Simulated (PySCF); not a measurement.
# [Ho(H2O)4]3+: other functionals and bases at one geometry

One table from this session's results is given with a row withheld; the runs are named, their logs left out.

The runs use PySCF 2.14.0; several levels, as the steps say, no spin–orbit coupling.

1 further run of the same task is left out (for a known fault of the program).

### The starting structure

13 atoms, charge 3, spin multiplicity 1.

Bond lengths: Ho1–O2 2.262 Å, Ho1–O5 2.262 Å, Ho1–O8 2.262 Å, Ho1–O11 2.262 Å, O2–H3 0.984 Å, O2–H4 0.985 Å, O5–H6 0.984 Å, O5–H7 0.984 Å, O8–H9 0.985 Å, O8–H10 0.984 Å, O11–H12 0.984 Å, O11–H13 0.984 Å. Angles: O2–Ho1–O5 110.6°, O2–Ho1–O8 107.2°, O2–Ho1–O11 110.6°, O5–Ho1–O8 110.6°, O5–Ho1–O11 107.2°, O8–Ho1–O11 110.6°, Ho1–O2–H3 128.4°, Ho1–O2–H4 128.3°, H3–O2–H4 103.3°, Ho1–O5–H6 128.3°, Ho1–O5–H7 128.4°, H6–O5–H7 103.3°, Ho1–O8–H9 128.3°, Ho1–O8–H10 128.4°, H9–O8–H10 103.3°, Ho1–O11–H12 128.4°, Ho1–O11–H13 128.3°, H12–O11–H13 103.3°.

As a file:

```xyz
13
charge 3, multiplicity 1
Ho   -0.0001    0.0000    0.0000
O     1.3419    1.2547    1.3197
H     1.2713    1.4127    2.2884
H     2.1437    1.7660    1.0647
O    -1.3423   -1.3196    1.2545
H    -2.1437   -1.0648    1.7662
H    -1.2709   -2.2886    1.4131
O     1.3419   -1.2547   -1.3197
H     2.1437   -1.7660   -1.0647
H     1.2713   -1.4127   -2.2884
O    -1.3423    1.3196   -1.2545
H    -1.2709    2.2886   -1.4131
H    -2.1437    1.0648   -1.7662
```

Formal oxidation states: Ho +3. Each metal's 10 4f electrons lie in its core potential, so multiplicities, spins and levels count the valence alone. An earlier session relaxed this geometry at PBE0, Ho lcecp-1-SVP with ECP56, O def2-SVP, H def2-SVP (singlet, point group D2).

At PBE0 on the finer grid: E = -341.846714 Eh, HOMO -24.47 eV, LUMO -15.15 eV, Mulliken charge on Ho1 +1.73 e, largest force component 0.023 eV/Å. 

Levels to run: r2SCAN; TPSSh; PBE0, TZVP. Hardware: 2 threads of Intel Xeon 6975P-C (Granite Rapids), shared host.

The first run:

run.py (the lines that set the calculation) reads:

```python
mol = gto.M(atom='''
Ho    -0.00009     0.00000     0.00000
O      1.34195     1.25467     1.31967
H      1.27126     1.41271     2.28844
H      2.14372     1.76598     1.06474
O     -1.34232    -1.31962     1.25452
H     -2.14365    -1.06478     1.76617
H     -1.27090    -2.28860     1.41311
O      1.34195    -1.25467    -1.31967
H      2.14372    -1.76598    -1.06474
H      1.27126    -1.41271    -2.28844
O     -1.34232     1.31962    -1.25452
H     -1.27090     2.28860    -1.41311
H     -2.14365     1.06478    -1.76617''',
    basis={'Ho': 'lcecp-1-SVP', 'O': 'def2-SVP', 'H': 'def2-SVP'},
    ecp={'Ho': 'lcecp-1-SVP'},
    charge=3, spin=0)
mf = dft.RKS(mol, xc='R2SCAN')
mf.grids.atom_grid = (75, 302)  # f atoms: unpruned, at least (60, 302)
mf = mf.density_fit()  # fitting sets: Ho AutoAux, O def2-universal-JKFIT, H def2-universal-JKFIT
mf.conv_tol = 1e-08; mf.max_cycle = 55
mf.kernel(dm0)  # dm0: the density of the relaxed state
```

Started as:

```console
OMP_NUM_THREADS=2 python run.py
```

Among the steps run: r2SCAN; TPSSh; PBE0, TZVP.

One of the session's tables, all rows but one given; the rest of the session is left out.

```
              level  HOMO (eV)  gap (eV)  charge on Ho1 (e)  largest force component (eV/Å)
PBE0 (relaxed here)     -24.47      9.32               1.73                            0.02
             r2SCAN     -23.04      7.24               1.71                            0.14
              TPSSh          ?         ?                  ?                               ?
         PBE0, TZVP     -24.47      9.41               2.08                            0.24
```

**Question.** Estimate the row for TPSSh.

The run gave: HOMO (eV): -23.42; gap (eV): 7.93; charge on Ho1 (e): 1.70; largest force component (eV/Å): 0.26. In the column «HOMO (eV)» it lies between PBE0, TZVP (-24.47) and r2SCAN (-23.04).

In one basis the HOMO–LUMO gap runs from 7.24 eV (r2SCAN) to 9.32 eV (PBE0). The largest leftover force, 0.26 eV/Å with TPSSh, stands at a geometry relaxed at another level. With 4f in the core, its levels are missing from HOMO and gap, and its count is fixed, so no charge can pass from the ligands into it. Total energies of different levels can't be compared.
